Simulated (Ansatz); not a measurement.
# Ta4O: the cost of one run

Method: DFT PBE, scalar-relativistic, plane waves, PAW, in Ansatz 0.2.0.

1 further run of the same task is left out (it didn't finish).

## (1) The starting structure

Symmetry: P6/mmm, No. 191, hexagonal system. The conventional cell has a = 3.720 Å, b = 3.720 Å, c = 6.548 Å, α = 90.00°, β = 90.00°, γ = 120.00°. Ta (site symmetry 3m) is surrounded by 3 Ta at 2.15 Å and 3 O at 2.64 Å. O (site symmetry 6/mmm) is surrounded by 12 Ta at 2.64 Å.

Structure file:

```xyz
5
Lattice="3.7197 0.0000 0.0000 -1.8599 3.2214 0.0000 0.0000 0.0000 6.5481" Properties=species:S:1:pos:R:3 pbc="T T T"
Ta    0.0000    2.1476    5.0115
Ta    0.0000    2.1476    1.5366
Ta    1.8599    1.0738    1.5366
Ta    1.8599    1.0738    5.0115
O     0.0000    0.0000    0.0000
```

A structure generator made this guess: random cell by space group and Wyckoff sites (P6/mmm, No. 191). Its size is a rough estimate.

## (2) A first look at the guess

Contents of input.yaml:

```yaml
crystal:
  lattice:
    - [3.71972683, 0.0, 0.0]
    - [-1.85986341, 3.22137793, 0.0]
    - [0.0, 0.0, 6.54812307]
  atoms:
    - { symbol: Ta, position: [0.33333333, 0.66666667, 0.76533344] }
    - { symbol: Ta, position: [0.33333333, 0.66666667, 0.23466656] }
    - { symbol: Ta, position: [0.66666667, 0.33333333, 0.23466656] }
    - { symbol: Ta, position: [0.66666667, 0.33333333, 0.76533344] }
    - { symbol: O, position: [0.0, 0.0, 0.0] }
basis:
  ecutwfc: 420
kpoints:
  mp_grid: { grid: [6, 6, 4] }
hamiltonian:
  xc: pbe
scf:
  occupations: { method: gaussian, width: 0.1 }
  lower_state_search: "off"
output:
  forces: true
  stress: true
  eigenvalues: true
```

The run is started by

```bash
$ ansatz run input.yaml --threads 1 --pin off --max-ram 2560MiB --backend cpu --events-out ev --progress --plain --runs-dir out
```

What time and memory should one allow on 1 thread of Arm Neoverse V2, shared host?

About 2.9 s, with a peak of 0.34 GiB.
